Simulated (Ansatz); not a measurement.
# InCl (SMILES [Cl][In]): B2PLYP/STO-3G

What is the electronic atomisation energy of InCl at B2PLYP/STO-3G? 

The results are computed with Ansatz 0.2.0.

34 further runs of the same task are left out: 5 that didn't finish, 29 set aside as unsound or not needed.

## (1) The molecule

InCl: 2 atoms, total charge 0, spin state singlet. SMILES: `[Cl][In]`. The shape comes from GFN2-xTB, which is rough for such elements, and wasn't checked as a minimum.

Bond lengths: Cl1–In2 2.386 Å.

## (2) The energy at B2PLYP/STO-3G

molecule.yaml

```yaml
basis:
  gaussian:
    orbitals: STO-3G
crystal:
  periodic: [false, false, false]
  atoms:
    - symbol: Cl
      position_ang: [0.000000, 0.000000, 0.000000]
    - symbol: In
      position_ang: [0.000000, 0.000000, 2.385660]
accuracy: high
hamiltonian:
  xc: {name: B2PLYP}
correlation:
  frozen_orbitals: {Cl: 5, In: 18}
```

Run with:

```sh
$ ansatz run molecule.yaml --threads 1 --pin off --max-ram 2610MiB --events-out events.jsonl --progress --plain --runs-dir runs
```

The log of the run:

```text
Warning: RAYON_NUM_THREADS=1 ignored (pool sized by the plan → 1); use --threads N
Functional definition: B2PLYP
  name "B2PLYP"
  parameter a = 0.53
  parameter c = 0.27
  exchange = (1 - a)*b88_x + a*exact_x
  correlation = (1 - c)*lyp_c + c*(mp2_os + mp2_ss)
637 factors; integrals over basis functions are off by at most 7.3e-9 eV
mean field evaluation 1: about -167062.1847 eV, gradient 9.7e0 eV
mean field evaluation 2: about -167062.2041 eV, gradient 9.7e0 eV
mean field evaluation 4: about -167063.0711 eV, gradient 3.3e-1 eV
mean field evaluation 8: about -167063.0712 eV, gradient 1.7e-3 eV
mean field evaluation 16: about -167063.0712 eV, gradient 1.7e-8 eV
mean field -167063.07116585 eV, -6139.4546259281 hartree, gradient 1.7e-8 eV, S^2 0.000000; 0 other end points of the search recorded, 0 dependent functions left out
23 core orbitals not correlated: weight in the atoms' cores, before any rotation towards them, 1.000 or more for the frozen orbitals, at most 0.000 for the correlated occupied ones
reference -167063.07118206 eV, -6139.4546265237 hartree; 10, 10 occupied and 3, 3 virtual orbitals, 637 factors
second order -1.01437626 eV of doubles, -0.00000000 eV of singles
Total energy: -167063.34506365 eV, -6139.4646914866 hartree
```

Run time: 1.9 s. Hardware: 1 thread of Arm Neoverse V2, shared host; peak memory 0.12 GiB.

## (3) The Cl atom

input.yaml

```yaml
crystal:
  periodic: [false, false, false]
  atoms:
    - {symbol: Cl, position_ang: [0.000000, 0.000000, 0.000000]}
basis:
  gaussian: {orbitals: STO-3G}
magnetization: {spin_polarized: true, initial_magnetization: 1}
hamiltonian: {xc: {name: B2PLYP}}
correlation: {frozen_orbitals: {Cl: 5}}
accuracy: high
```

Run the same way, it converges to -454.96851 Eh (log not shown).

## (4) The In atom, same level

molecule.yaml

```yaml
crystal:
  periodic: [false, false, false]
  atoms:
    - {symbol: In, position_ang: [0.000000, 0.000000, 0.000000]}
basis:
  gaussian: {orbitals: STO-3G}
hamiltonian: {xc: {name: B2PLYP}}
correlation: {frozen_orbitals: {In: 18}}
magnetization: {spin_polarized: true, initial_magnetization: 1}
accuracy: high
total_charge: 0
```

Run the same way, it converges to -5684.26768 Eh (log not shown).

## (5) What came out

At B2PLYP/STO-3G, 23 core orbitals frozen:

| quantity | value |
| --- | --- |
| molecule: total energy | -6139.46469 Eh |
| Cl atom: total energy | -454.96851 Eh |
| Cl atom: ⟨S²⟩ | 0.750 |
| In atom: total energy | -5684.26768 Eh |
| In atom: ⟨S²⟩ | 0.750 |
| electronic atomisation energy | 6.218 eV |

**Reading.** Taking the molecule apart into free atoms costs 6.22 eV (143 kcal/mol), before zero-point energy and without spin-orbit coupling. In a minimal basis such a difference can be off by several eV, whatever the method. Relativity is left out (molecule) although the molecule holds a heavy atom. Relativity is left out (In atom) although the molecule holds a heavy atom.
